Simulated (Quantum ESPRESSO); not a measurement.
# BSiH5 in Quantum ESPRESSO: reference runs

Aim: a first look at BSiH5 with PBE, on the cell as given and on a disturbed one.

Everything below comes from runs of Quantum ESPRESSO 7.5. Logs are shortened: lines on timing, memory, paths and dates and some standing lists are left out, and cuts for length are marked.

## Step 1: The structure

The cell holds a molecule in a box, 7 atoms: a = 12.000 Å, b = 13.000 Å, c = 12.000 Å, α = 90.00°, β = 90.00°, γ = 90.00°.

## Step 2: Real-space fields, PBE

pw.in reads:

```
&CONTROL
  calculation = 'scf'
  prefix = 'pwscf'
  outdir = './tmp'
  pseudo_dir = './pseudo'
  tprnfor = .true.
  disk_io = 'low'
/
&SYSTEM
  ibrav = 0
  celldm(1) = 8
  nat = 7
  ntyp = 3
  ecutwfc = 76
  nbnd = 12
  occupations = 'smearing'
  smearing = 'fd'
  degauss = 0.00367493
/
&ELECTRONS
  conv_thr = 1.4d-09
  electron_maxstep = 120
  mixing_beta = 0.5
/
ATOMIC_SPECIES
B     10.8100 B.upf
Si    28.0850 Si.upf
H      1.0080 H.upf
CELL_PARAMETERS alat
  2.8345891869387   0.0000000000000   0.0000000000000
  0.0000000000000   3.0708049525169   0.0000000000000
  0.0000000000000   0.0000000000000   2.8345891869387
ATOMIC_POSITIONS crystal
B      0.4829625000    0.4249923100    0.5401750000
Si     0.4939875000    0.5768615400    0.5107750000
H      0.3927291700    0.3864076900    0.5473250000
H      0.5620958300    0.3701076900    0.5511000000
H      0.4352291700    0.6005615400    0.4042166700
H      0.4345958300    0.6331230800    0.6014500000
H      0.6094375000    0.6179000000    0.5031916700
K_POINTS gamma
```

pp_density.in reads:

```
&INPUTPP
  prefix = 'pwscf'
  outdir = './tmp'
  filplot = 'density.dat'
  plot_num = 0
/
&PLOT
  nfile = 1
  filepp(1) = 'density.dat'
  iflag = 3
  output_format = 6
  fileout = 'density.cube'
/
```

pp_potential.in reads:

```
&INPUTPP
  prefix = 'pwscf'
  outdir = './tmp'
  filplot = 'potential.dat'
  plot_num = 11
/
&PLOT
  nfile = 1
  filepp(1) = 'potential.dat'
  iflag = 3
  output_format = 6
  fileout = 'potential.cube'
/
```

pp_elf.in reads:

```
&INPUTPP
  prefix = 'pwscf'
  outdir = './tmp'
  filplot = 'elf.dat'
  plot_num = 8
/
&PLOT
  nfile = 1
  filepp(1) = 'elf.dat'
  iflag = 3
  output_format = 6
  fileout = 'elf.cube'
/
```

pp_potential_ks.in reads:

```
&INPUTPP
  prefix = 'pwscf'
  outdir = './tmp'
  filplot = 'potential_ks.dat'
  plot_num = 1
/
&PLOT
  nfile = 1
  filepp(1) = 'potential_ks.dat'
  iflag = 3
  output_format = 6
  fileout = 'potential_ks.cube'
/
```

Potentials or basis: PseudoDojo 0.4.1 SR PBE standard.

Launch:

```
> OMP_NUM_THREADS=1 pw.x -in pw.in > pw.out
> OMP_NUM_THREADS=1 pp.x -in pp_density.in > pp_density.out
> OMP_NUM_THREADS=1 pp.x -in pp_potential.in > pp_potential.out
> OMP_NUM_THREADS=1 pp.x -in pp_elf.in > pp_elf.out
> OMP_NUM_THREADS=1 pp.x -in pp_potential_ks.in > pp_potential_ks.out
```

pw.out:

```text
This program is part of the open-source Quantum ESPRESSO suite
     for quantum simulation of materials; please cite
         "P. Giannozzi et al., J. Phys.:Condens. Matter 21 395502 (2009);
         "P. Giannozzi et al., J. Phys.:Condens. Matter 29 465901 (2017);
         "P. Giannozzi et al., J. Chem. Phys. 152 154105 (2020);
     in publications or presentations arising from this work. More details at

     gamma-point specific algorithms are used

     G-vector sticks info
     --------------------
     sticks:   dense  smooth     PW     G-vecs:    dense   smooth      PW
     Sum       13469   13469   3375              1130361  1130361  141361

     Using Slab Decomposition

     bravais-lattice index     =            0
     lattice parameter (alat)  =       8.0000  a.u.
     unit-cell volume          =   12632.8822 (a.u.)^3
     number of atoms/cell      =            7
     number of atomic types    =            3
     number of electrons       =        12.00
     number of Kohn-Sham states=           12
     kinetic-energy cutoff     =      76.0000  Ry
     charge density cutoff     =     304.0000  Ry
     scf convergence threshold =      1.4E-09
     mixing beta               =       0.5000
     number of iterations used =            8  plain     mixing
     Exchange-correlation= PBE
                           (   1   4   3   4   0   0   0)

     celldm(1)=   8.000000  celldm(2)=   0.000000  celldm(3)=   0.000000
     celldm(4)=   0.000000  celldm(5)=   0.000000  celldm(6)=   0.000000

     crystal axes: (cart. coord. in units of alat)
               a(1) = (   2.834589   0.000000   0.000000 )
               a(2) = (   0.000000   3.070805   0.000000 )
               a(3) = (   0.000000   0.000000   2.834589 )

     reciprocal axes: (cart. coord. in units 2 pi/alat)
               b(1) = (  0.352785  0.000000  0.000000 )
               b(2) = (  0.000000  0.325648  0.000000 )
               b(3) = (  0.000000  0.000000  0.352785 )

     PseudoPot. # 1 for B  read from file:
     B.upf
     Pseudo is Norm-conserving + core correction, Zval =  3.0
     Generated using ONCVPSP code by D. R. Hamann
     Using radial grid of 1534 points,  4 beta functions with:
                l(1) =   0
                l(2) =   0
                l(3) =   1
                l(4) =   1

     PseudoPot. # 2 for Si read from file:
     Si.upf
     Pseudo is Norm-conserving + core correction, Zval =  4.0
     Generated using ONCVPSP code by D. R. Hamann
     Using radial grid of 1510 points,  6 beta functions with:
                l(1) =   0
                l(2) =   0
                l(3) =   1
                l(4) =   1
                l(5) =   2
                l(6) =   2

     PseudoPot. # 3 for H  read from file:
     H.upf
     Pseudo is Norm-conserving, Zval =  1.0
     Generated using ONCVPSP code by D. R. Hamann
     Using radial grid of 1166 points,  3 beta functions with:
                l(1) =   0
                l(2) =   0
                l(3) =   1

     atomic species   valence    mass     pseudopotential
     B                 3.00    10.81000     B ( 1.00)
     Si                4.00    28.08500     Si( 1.00)
     H                 1.00     1.00800     H ( 1.00)

     No symmetry found

   Cartesian axes

     site n.     atom                  positions (alat units)
         1        B      tau(   1) = (   1.3690003   1.3050685   1.5311742  )
         2        Si     tau(   2) = (   1.4002516   1.7714293   1.4478373  )
         3        H      tau(   3) = (   1.1132259   1.1865826   1.5514415  )
         4        H      tau(   4) = (   1.5933108   1.1365285   1.5621421  )
         5        H      tau(   5) = (   1.2336959   1.8442074   1.1457882  )
         6        H      tau(   6) = (   1.2319006   1.9441975   1.7048637  )
         7        H      tau(   7) = (   1.7275049   1.8974504   1.4263417  )

     number of k points=     1  Fermi-Dirac smearing, width (Ry)=  0.0037
                       cart. coord. in units 2pi/alat
        k(    1) = (   0.0000000   0.0000000   0.0000000), wk =   2.0000000

     Dense  grid:   565181 G-vectors     FFT dimensions: ( 125, 144, 125)

     Initial potential from superposition of free atoms

     starting charge      11.9991, renormalised to      12.0000

     negative rho (up, down):  1.396E-04 0.000E+00
     Starting wfcs are   13 randomized atomic wfcs

     Self-consistent Calculation

     iteration #  1     ecut=    76.00 Ry     beta= 0.50
     Davidson diagonalization with overlap
     ethr =  1.00E-02,  avg # of iterations =  6.0

     negative rho (up, down):  5.377E-05 0.000E+00

     total energy              =     -20.08180633 Ry
     estimated scf accuracy    <       0.48044680 Ry

     iteration #  2     ecut=    76.00 Ry     beta= 0.50
     Davidson diagonalization with overlap
     ethr =  4.00E-03,  avg # of iterations =  1.0

     negative rho (up, down):  6.250E-06 0.000E+00

     total energy              =     -20.07046831 Ry
     estimated scf accuracy    <       0.06757968 Ry

     iteration #  3     ecut=    76.00 Ry     beta= 0.50
     Davidson diagonalization with overlap
     ethr =  5.63E-04,  avg # of iterations =  5.0

     negative rho (up, down):  1.859E-06 0.000E+00

     total energy              =     -20.07897979 Ry
     estimated scf accuracy    <       0.00148563 Ry

     iteration #  4     ecut=    76.00 Ry     beta= 0.50
     Davidson diagonalization with overlap
     ethr =  1.24E-05,  avg # of iterations = 10.0

     negative rho (up, down):  2.811E-07 0.000E+00

     total energy              =     -20.07930090 Ry
     estimated scf accuracy    <       0.00014328 Ry

     iteration #  5     ecut=    76.00 Ry     beta= 0.50
     Davidson diagonalization with overlap
     ethr =  1.19E-06,  avg # of iterations =  6.0

     negative rho (up, down):  1.417E-08 0.000E+00

     total energy              =     -20.07931907 Ry
     estimated scf accuracy    <       0.00001245 Ry

     iteration #  6     ecut=    76.00 Ry     beta= 0.50
     Davidson diagonalization with overlap
     ethr =  1.04E-07,  avg # of iterations =  1.0

     total energy              =     -20.07932023 Ry
     estimated scf accuracy    <       0.00000054 Ry

     iteration #  7     ecut=    76.00 Ry     beta= 0.50
     Davidson diagonalization with overlap
     ethr =  4.52E-09,  avg # of iterations =  2.0

     total energy              =     -20.07932040 Ry
     estimated scf accuracy    <       0.00000004 Ry

     iteration #  8     ecut=    76.00 Ry     beta= 0.50
     Davidson diagonalization with overlap
     ethr =  3.70E-10,  avg # of iterations =  2.0

     total energy              =     -20.07932041 Ry
     estimated scf accuracy    <       0.00000002 Ry

     iteration #  9     ecut=    76.00 Ry     beta= 0.50
     Davidson diagonalization with overlap
     ethr =  1.69E-10,  avg # of iterations =  2.0

     End of self-consistent calculation

          k = 0.0000 0.0000 0.0000 ( 70681 PWs)   bands (ev):

   -13.5407 -11.5492  -8.7580  -8.2878  -7.7995  -7.0360  -3.2683  -0.3411
     0.2101   0.2956   0.4660   0.6103

     the Fermi energy is    -4.5713 ev

!    total energy              =     -20.07932041 Ry
     estimated scf accuracy    <          1.1E-09 Ry
     smearing contrib. (-TS)   =      -0.00000000 Ry
     internal energy E=F+TS    =     -20.07932041 Ry

     The total energy is F=E-TS. E is the sum of the following terms:
     one-electron contribution =     -50.21924171 Ry
     hartree contribution      =      26.09858923 Ry
     xc contribution           =      -8.84659461 Ry
     ewald contribution        =      12.88792668 Ry

     convergence has been achieved in   9 iterations

     Forces acting on atoms (cartesian axes, Ry/au):

     atom    1 type  1   force =    -0.00035367    0.00291945   -0.00054060
     atom    2 type  2   force =     0.00220214   -0.00613215    0.00106385
     atom    3 type  3   force =    -0.00310281   -0.00143813    0.00025248
     atom    4 type  3   force =     0.00280636   -0.00194836    0.00036725
     atom    5 type  3   force =    -0.00272072    0.00146389   -0.00389768
     atom    6 type  3   force =    -0.00277203    0.00275246    0.00317088
     atom    7 type  3   force =     0.00394074    0.00238284   -0.00041618

     Total force =     0.012146     Total SCF correction =     0.000017

=------------------------------------------------------------------------------=
   JOB DONE.
=------------------------------------------------------------------------------=
```

Run time: 43 s. Hardware: 1 thread of Arm Neoverse V1, shared host; peak memory 0.74 GiB.

What came out:

* Free energy: -273.1931 eV
* Largest force: 0.170 eV/Å
* Gap between the frontier levels: 3.77 eV
* Dipole moment: 0.30 D

Forces in eV/Å, atoms in the order of the input:
```
B   -0.009  0.075 -0.014
Si   0.057 -0.158  0.027
H   -0.080 -0.037  0.006
H    0.072 -0.050  0.009
H   -0.070  0.038 -0.100
H   -0.071  0.071  0.082
H    0.101  0.061 -0.011
```

Caveat: this is a molecule in a periodic box, so the gap is that between its Kohn-Sham HOMO and LUMO and the box isn't a crystal.

## Step 3: Single point, PBE (atoms moved at random, drawn with an rms of 0.05 Å)

pw.in reads:

```
&CONTROL
  calculation = 'scf'
  prefix = 'pwscf'
  outdir = './tmp'
  pseudo_dir = './pseudo'
  tprnfor = .true.
  disk_io = 'nowf'
/
&SYSTEM
  ibrav = 0
  nat = 7
  ntyp = 3
  ecutwfc = 76
  nbnd = 12
  occupations = 'smearing'
  smearing = 'fd'
  degauss = 0.00367493
/
&ELECTRONS
  conv_thr = 1.4d-09
  electron_maxstep = 120
  mixing_beta = 0.5
/
ATOMIC_SPECIES
B     10.8100 B.upf
Si    28.0850 Si.upf
H      1.0080 H.upf
CELL_PARAMETERS angstrom
  12.0000000000    0.0000000000    0.0000000000
   0.0000000000   13.0000000000    0.0000000000
   0.0000000000    0.0000000000   12.0000000000
ATOMIC_POSITIONS crystal
B      0.4806530000    0.4254220000    0.5436810000
Si     0.4939230000    0.5776610000    0.5059830000
H      0.3942190000    0.3866540000    0.5504850000
H      0.5652520000    0.3674930000    0.5496810000
H      0.4329160000    0.5988420000    0.4060750000
H      0.4328090000    0.6315840000    0.6013800000
H      0.6091630000    0.6174350000    0.5011200000
K_POINTS gamma
```

Potentials or basis: PseudoDojo 0.4.1 SR PBE standard.

Launch:

```
> OMP_NUM_THREADS=1 pw.x -in pw.in > pw.out
```

pw.out:

```text
This program is part of the open-source Quantum ESPRESSO suite
     for quantum simulation of materials; please cite
         "P. Giannozzi et al., J. Phys.:Condens. Matter 21 395502 (2009);
         "P. Giannozzi et al., J. Phys.:Condens. Matter 29 465901 (2017);
         "P. Giannozzi et al., J. Chem. Phys. 152 154105 (2020);
     in publications or presentations arising from this work. More details at

     gamma-point specific algorithms are used

     G-vector sticks info
     --------------------
     sticks:   dense  smooth     PW     G-vecs:    dense   smooth      PW
     Sum       13469   13469   3375              1130361  1130361  141361

     Using Slab Decomposition

     bravais-lattice index     =            0
     lattice parameter (alat)  =      22.6767  a.u.
     unit-cell volume          =   12632.8822 (a.u.)^3
     number of atoms/cell      =            7
     number of atomic types    =            3
     number of electrons       =        12.00
     number of Kohn-Sham states=           12
     kinetic-energy cutoff     =      76.0000  Ry
     charge density cutoff     =     304.0000  Ry
     scf convergence threshold =      1.4E-09
     mixing beta               =       0.5000
     number of iterations used =            8  plain     mixing
     Exchange-correlation= PBE
                           (   1   4   3   4   0   0   0)

     celldm(1)=  22.676713  celldm(2)=   0.000000  celldm(3)=   0.000000
     celldm(4)=   0.000000  celldm(5)=   0.000000  celldm(6)=   0.000000

     crystal axes: (cart. coord. in units of alat)
               a(1) = (   1.000000   0.000000   0.000000 )
               a(2) = (   0.000000   1.083333   0.000000 )
               a(3) = (   0.000000   0.000000   1.000000 )

     reciprocal axes: (cart. coord. in units 2 pi/alat)
               b(1) = (  1.000000  0.000000  0.000000 )
               b(2) = (  0.000000  0.923077  0.000000 )
               b(3) = (  0.000000  0.000000  1.000000 )

     PseudoPot. # 1 for B  read from file:
     B.upf
     Pseudo is Norm-conserving + core correction, Zval =  3.0
     Generated using ONCVPSP code by D. R. Hamann
     Using radial grid of 1534 points,  4 beta functions with:
                l(1) =   0
                l(2) =   0
                l(3) =   1
                l(4) =   1

     PseudoPot. # 2 for Si read from file:
     Si.upf
     Pseudo is Norm-conserving + core correction, Zval =  4.0
     Generated using ONCVPSP code by D. R. Hamann
     Using radial grid of 1510 points,  6 beta functions with:
                l(1) =   0
                l(2) =   0
                l(3) =   1
                l(4) =   1
                l(5) =   2
                l(6) =   2

     PseudoPot. # 3 for H  read from file:
     H.upf
     Pseudo is Norm-conserving, Zval =  1.0
     Generated using ONCVPSP code by D. R. Hamann
     Using radial grid of 1166 points,  3 beta functions with:
                l(1) =   0
                l(2) =   0
                l(3) =   1

     atomic species   valence    mass     pseudopotential
     B                 3.00    10.81000     B ( 1.00)
     Si                4.00    28.08500     Si( 1.00)
     H                 1.00     1.00800     H ( 1.00)

     No symmetry found

   Cartesian axes

     site n.     atom                  positions (alat units)
         1        B      tau(   1) = (   0.4806530   0.4608738   0.5436810  )
         2        Si     tau(   2) = (   0.4939230   0.6257994   0.5059830  )
         3        H      tau(   3) = (   0.3942190   0.4188752   0.5504850  )
         4        H      tau(   4) = (   0.5652520   0.3981174   0.5496810  )
         5        H      tau(   5) = (   0.4329160   0.6487455   0.4060750  )
         6        H      tau(   6) = (   0.4328090   0.6842160   0.6013800  )
         7        H      tau(   7) = (   0.6091630   0.6688879   0.5011200  )

     number of k points=     1  Fermi-Dirac smearing, width (Ry)=  0.0037
                       cart. coord. in units 2pi/alat
        k(    1) = (   0.0000000   0.0000000   0.0000000), wk =   2.0000000

     Dense  grid:   565181 G-vectors     FFT dimensions: ( 125, 144, 125)

     Initial potential from superposition of free atoms

     starting charge      11.9991, renormalised to      12.0000

     negative rho (up, down):  1.356E-04 0.000E+00
     Starting wfcs are   13 randomized atomic wfcs

     Self-consistent Calculation

     iteration #  1     ecut=    76.00 Ry     beta= 0.50
     Davidson diagonalization with overlap
     ethr =  1.00E-02,  avg # of iterations =  6.0

     negative rho (up, down):  5.145E-05 0.000E+00

     total energy              =     -20.07043299 Ry
     estimated scf accuracy    <       0.47900013 Ry

     iteration #  2     ecut=    76.00 Ry     beta= 0.50
     Davidson diagonalization with overlap
     ethr =  3.99E-03,  avg # of iterations =  1.0

     negative rho (up, down):  5.780E-06 0.000E+00

     total energy              =     -20.06035730 Ry
     estimated scf accuracy    <       0.06685450 Ry

     iteration #  3     ecut=    76.00 Ry     beta= 0.50
     Davidson diagonalization with overlap
     ethr =  5.57E-04,  avg # of iterations =  6.0

     negative rho (up, down):  1.931E-06 0.000E+00

     total energy              =     -20.06842394 Ry
     estimated scf accuracy    <       0.00130998 Ry

     iteration #  4     ecut=    76.00 Ry     beta= 0.50
     Davidson diagonalization with overlap
     ethr =  1.09E-05,  avg # of iterations =  9.0

     negative rho (up, down):  2.918E-07 0.000E+00

     total energy              =     -20.06870610 Ry
     estimated scf accuracy    <       0.00013105 Ry

     iteration #  5     ecut=    76.00 Ry     beta= 0.50
     Davidson diagonalization with overlap
     ethr =  1.09E-06,  avg # of iterations =  6.0

     negative rho (up, down):  1.237E-08 0.000E+00

     total energy              =     -20.06872205 Ry
     estimated scf accuracy    <       0.00001213 Ry

     iteration #  6     ecut=    76.00 Ry     beta= 0.50
     Davidson diagonalization with overlap
     ethr =  1.01E-07,  avg # of iterations =  2.0

     total energy              =     -20.06872365 Ry
     estimated scf accuracy    <       0.00000071 Ry

     iteration #  7     ecut=    76.00 Ry     beta= 0.50
     Davidson diagonalization with overlap
     ethr =  5.88E-09,  avg # of iterations =  2.0

     total energy              =     -20.06872377 Ry
     estimated scf accuracy    <       0.00000003 Ry

     iteration #  8     ecut=    76.00 Ry     beta= 0.50
     Davidson diagonalization with overlap
     ethr =  2.62E-10,  avg # of iterations =  2.0

     total energy              =     -20.06872378 Ry
     estimated scf accuracy    <          2.5E-09 Ry

     iteration #  9     ecut=    76.00 Ry     beta= 0.50
     Davidson diagonalization with overlap
     ethr =  2.05E-11,  avg # of iterations =  4.0

     End of self-consistent calculation

          k = 0.0000 0.0000 0.0000 ( 70681 PWs)   bands (ev):

   -13.5246 -11.5325  -8.7496  -8.3219  -7.8453  -6.8927  -3.2031  -0.3494
     0.1653   0.2616   0.4491   0.5991

     the Fermi energy is    -4.5723 ev

!    total energy              =     -20.06872378 Ry
     estimated scf accuracy    <          4.7E-10 Ry
     smearing contrib. (-TS)   =      -0.00000000 Ry
     internal energy E=F+TS    =     -20.06872378 Ry

     The total energy is F=E-TS. E is the sum of the following terms:
     one-electron contribution =     -50.02682037 Ry
     hartree contribution      =      26.00318515 Ry
     xc contribution           =      -8.83598356 Ry
     ewald contribution        =      12.79089500 Ry

     convergence has been achieved in   9 iterations

     Forces acting on atoms (cartesian axes, Ry/au):

     atom    1 type  1   force =     0.08145284   -0.00335495   -0.02157727
     atom    2 type  2   force =     0.00062854   -0.02408664    0.06969157
     atom    3 type  3   force =    -0.03861061   -0.01639760    0.00830478
     atom    4 type  3   force =    -0.03909217    0.02943753    0.00377627
     atom    5 type  3   force =    -0.02180398    0.01143233   -0.04240126
     atom    6 type  3   force =     0.00918054   -0.00240191   -0.01357688
     atom    7 type  3   force =     0.00824485    0.00537124   -0.00421721

     Total force =     0.139927     Total SCF correction =     0.000010

=------------------------------------------------------------------------------=
   JOB DONE.
=------------------------------------------------------------------------------=
```

Run time: 25 s. Hardware: 1 thread of Arm Neoverse V1, shared host; peak memory 0.74 GiB.

What came out:

```
Free energy                     : -273.0489 eV
Largest force                   : 2.168 eV/Å
Gap between the frontier levels : 3.69 eV
```

Forces on the atoms (eV/Å):
```
B    2.094 -0.086 -0.555
Si   0.016 -0.619  1.792
H   -0.993 -0.422  0.214
H   -1.005  0.757  0.097
H   -0.561  0.294 -1.090
H    0.236 -0.062 -0.349
H    0.212  0.138 -0.108
```

Caveat: this is a molecule in a periodic box, so the gap is that between its Kohn-Sham HOMO and LUMO and the box isn't a crystal.
